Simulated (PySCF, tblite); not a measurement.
# C7H15FSi: geometry, infrared bands and NMR shifts

Aim: predict the infrared bands and NMR shifts of C7H15FSi (`C[SiH2]C[C@@H]1CCC[C@H]1F`).

Computed with tblite 0.8.0 and PySCF 2.14.0, with density-fitted response routines of our own, on a single molecule in the gas phase. Atoms are numbered from 0 throughout.

## 1. The starting structure

24 atoms, charge 0, multiplicity 1; geometry from: force field or distance geometry start.

Bonds of the start (Å): C0–Si1 1.89, Si1–C2 1.85, C2–C3 1.50, C3–C4 1.52, C4–C5 1.52, C5–C6 1.53, C6–C7 1.53, C7–F8 1.39, C7–C3 1.49, C0–H9 1.12, C0–H10 1.10, C0–H11 1.11, Si1–H12 1.45, Si1–H13 1.47, C2–H14 1.11, C2–H15 1.10, C3–H16 1.12, C4–H17 1.09, C4–H18 1.11, C5–H19 1.09, C5–H20 1.11, C6–H21 1.11, C6–H22 1.09, C7–H23 1.08.

## 2. Relaxing the molecule with GFN2-xTB

What the job is given:

```
{"job": {"kind": "relax", "xc": "GFN2-xTB", "basis": "xTB"}, "charge": 0, "multiplicity": 1}
C      3.637700    -0.210300     0.079500
Si     2.097500     0.699300    -0.535600
C      0.691900    -0.507200    -0.472900
C     -0.415400    -0.073200     0.439100
C     -1.526500    -1.113700     0.432000
C     -2.703000    -0.492800    -0.295600
C     -2.019800     0.642000    -1.063800
C     -1.121800     1.175700     0.052700
F     -1.890400     1.549000     1.145500
H      3.314500    -1.268300     0.265700
H      4.428700    -0.222000    -0.683500
H      3.962700     0.220500     1.049700
H      2.366600     1.112400    -1.899900
H      1.903600     1.870200     0.324500
H      1.086100    -1.461200    -0.068500
H      0.355800    -0.740900    -1.490300
H      0.012800     0.026300     1.467900
H     -1.792100    -1.417900     1.448000
H     -1.176000    -1.992600    -0.153700
H     -3.077300    -1.198800    -1.032300
H     -3.484200    -0.121400     0.393800
H     -1.437700     0.163500    -1.872800
H     -2.734200     1.389700    -1.419800
H     -0.491000     1.991400    -0.268400
```

On the command line:

```bash
OMP_NUM_THREADS=1 python probes_run.py task.json out
```

One launch serves the whole session: the jobs run in the order shown.

**Question.** This job is followed by: GFN2-xTB harmonic vibrations, gas phase; GIAO PBE0/pcSseg-1 NMR shielding, non-relativistic, gas phase. Predict these results of the whole session: strongest single infrared mode (GFN2-xTB); zero-point energy (GFN2-xTB); 13C shifts against TMS (PBE0/pcSseg-1); 1H shifts against TMS (PBE0/pcSseg-1, means over atoms taken as alike); 29Si shifts against TMS (PBE0/pcSseg-1); 19F shifts against CFCl3 (PBE0/pcSseg-1); surface potential, 1st and 99th percentile.

**Answer**, as computed:

| quantity | value |
| --- | --- |
| strongest single infrared mode (GFN2-xTB) | 2229 cm⁻¹, 406 km/mol |
| zero-point energy (GFN2-xTB) | 126.8 kcal/mol |
| 13C shifts against TMS (PBE0/pcSseg-1) | 104.2, 49.9, 41.9, 38.0, 28.4, 20.8, -6.2 ppm |
| 1H shifts against TMS (PBE0/pcSseg-1, means over atoms taken as alike) | 4.72, 4.29, 4.16, 2.12, 2.01, 1.98, 1.96, 1.89, 1.65, 1.08, 1.00, 0.50, 0.07 ppm |
| 29Si shifts against TMS (PBE0/pcSseg-1) | -41.2 ppm |
| 19F shifts against CFCl3 (PBE0/pcSseg-1) | -194.6 ppm |
| surface potential, 1st and 99th percentile | -1.20 V and 0.76 V |

What this shows: Relaxing lowered the energy by 0.767 eV in 151 steps; the close pair that moved most is Si1–C2, from 1.853 to 1.909 Å. All 66 modes are real, so the xTB geometry is a minimum. The strongest single mode, at 2229 cm⁻¹, moves mainly H12. GFN2-xTB is a fitted tight-binding method: band positions and strengths are rough. Its intensities can rank the bands wrongly. The most deshielded carbon is C7 (sp3 CH bonded to F), at 104.2 ppm: pulled downfield by the heteroatom. H23 (hydrogen on an sp3 CH bonded to F) lies farthest downfield among hydrogen, at 4.72 ppm; its carbon carries F, hence the downfield position. At PBE0/pcSseg-1: The largest span, 71 ppm, is at C7, where the paramagnetic term is -163 ppm.
